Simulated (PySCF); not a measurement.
# C3H6BBrSi: the cost of one run

Computed with PySCF 2.14.0, with density-fitted response routines of our own, on a single molecule in the gas phase. Atoms count from 0, in the outputs and in this text.

**1. The molecule as given**

12 atoms, charge 0, multiplicity 1; geometry from: PBE0-D3(BJ)/def2-SVP.

Bonds of the start (Å): C0–C1 1.22, C1–B2 1.52, B2–Br3 1.92, B2–C4 1.55, C4–Si5 1.90, C0–H6 1.08, C4–H7 1.10, C4–H8 1.10, Si5–H9 1.49, Si5–H10 1.49, Si5–H11 1.49.

**2. NMR shieldings: PBE0/pcSseg-1**

The job: settings as JSON, then the geometry in Å.

```
{"job": {"kind": "nmr", "xc": "PBE0", "basis": "pcSseg-1", "pop": false}, "charge": 0, "multiplicity": 1}
C     -3.648394     0.015758    -0.051232
C     -2.603903    -0.188658    -0.644140
B     -1.290159    -0.443024    -1.364104
Br    -1.185609     0.084718    -3.211984
C     -0.044145    -1.027047    -0.656749
Si     0.939256     0.382648     0.153550
H     -4.572265     0.196976     0.468992
H     -0.326686    -1.705562     0.164593
H      0.644041    -1.532942    -1.351469
H      0.081724     1.110022     1.135760
H      1.415000     1.342352    -0.885887
H      2.119384    -0.190258     0.869552
```

Method: GIAO PBE0/pcSseg-1 NMR shielding, non-relativistic, gas phase.

Run with:

```sh
$ OMP_NUM_THREADS=1 python probes_run.py task.json out
```

One launch serves the whole session: the jobs run in the order shown.

Q: Estimate the wall time and peak memory of this first job on 1 thread of Arm Neoverse V2, shared host.

About 16 s, with a peak of 0.9 GiB.
